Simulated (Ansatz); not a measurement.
# MnAl3: magnetic order and moments

The task here is to estimate one member of a computed series from the others.

Method: DFT PBE, scalar-relativistic, plane waves, PAW, in Ansatz 0.2.0.

1 further run of the same task is left out (set aside as unsound or not needed).

**The system as given**

The structure is cubic, space group Fm-3m (No. 225). The conventional cell has a = 6.079 Å, b = 6.079 Å, c = 6.079 Å, α = 90.00°, β = 90.00°, γ = 90.00°. Al (site symmetry -43m) has 4 Al at 2.63 Å and 4 Mn at 2.63 Å as nearest neighbours. Al (site symmetry m-3m) has 8 Al at 2.63 Å as nearest neighbours. Mn (site symmetry m-3m) is surrounded by 8 Al at 2.63 Å.

As a file:

```cif
data_structure
_symmetry_space_group_name_H-M 'P 1'
_symmetry_Int_Tables_number 1
_cell_length_a 4.2983
_cell_length_b 4.2983
_cell_length_c 4.2983
_cell_angle_alpha 60.000
_cell_angle_beta 60.000
_cell_angle_gamma 60.000
_cell_volume 56.15
loop_
_atom_site_label
_atom_site_type_symbol
_atom_site_fract_x
_atom_site_fract_y
_atom_site_fract_z
_atom_site_occupancy
Al1 Al 0.25000 0.25000 0.25000 1
Al2 Al 0.75000 0.75000 0.75000 1
Al3 Al 0.50000 0.50000 0.50000 1
Mn1 Mn 0.00000 0.00000 0.00000 1
```

This cell was relaxed beforehand with the same method: volume 14.04 Å³/atom, gap on the mesh none (metal), site moments up to 1.5 μB.

This is a hypothetical structure, made by putting the elements on a prototype's sites.

Set-up of the first run:

Input file input.yaml:

```yaml
crystal:
  lattice:
    - [0.0, 3.0393544795, 3.0393544795]
    - [3.0393544795, 0.0, 3.0393544795]
    - [3.0393544795, 3.0393544795, 0.0]
  atoms:
    - { symbol: Al, position: [0.25, 0.25, 0.25] }
    - { symbol: Al, position: [0.75, 0.75, 0.75] }
    - { symbol: Al, position: [0.5, 0.5, 0.5] }
    - { symbol: Mn, position: [0.0, 0.0, 0.0] }
basis:
  ecutwfc: 420
kpoints:
  mp_grid: { grid: [12, 12, 12] }
hamiltonian:
  xc: pbe
scf:
  occupations: { method: gaussian, width: 0.1 }
  lower_state_search: "off"
output:
  forces: true
  stress: true
  eigenvalues: true
```

The run is started by

```console
$ ansatz run input.yaml --threads 1 --pin off --max-ram 2560MiB --backend cpu --events-out ev --progress --plain --runs-dir out
```

Steps of the session up to this table: Start: no spin polarisation; Magnetic start: ferromagnetic; Magnetic start: large parallel starting moments; Magnetic start: antiferromagnetic, doubled cell, propagation vector (0, 0, 1/2); Start: antiferromagnetic, doubled cell, propagation vector (0, 1/2, 1/2); Magnetic start: small parallel starting moments.

One table of the session follows, with a row left open; its other results are not shown here.

It belongs to the step «Which state is lowest». 

| start | energy above the lowest (meV/atom) |
| --- | --- |
| antiferromagnetic, doubled cell, propagation vector (0, 0, 1/2) | 0.00 |
| antiferromagnetic, doubled cell, propagation vector (0, 1/2, 1/2) | ? |
| ferromagnetic | 13.9 |
| large parallel starting moments | 13.9 |
| small parallel starting moments | 13.9 |
| no spin | 35.6 |

Estimate the missing values for antiferromagnetic, doubled cell, propagation vector (0, 1/2, 1/2).

As computed: energy above the lowest (meV/atom): 6.89. In the column «energy above the lowest (meV/atom)» it lies between antiferromagnetic, doubled cell, propagation vector (0, 0, 1/2) (0.00) and ferromagnetic (13.9).

Limits of these values: Only these starts were tried, so a lower state is not ruled out.
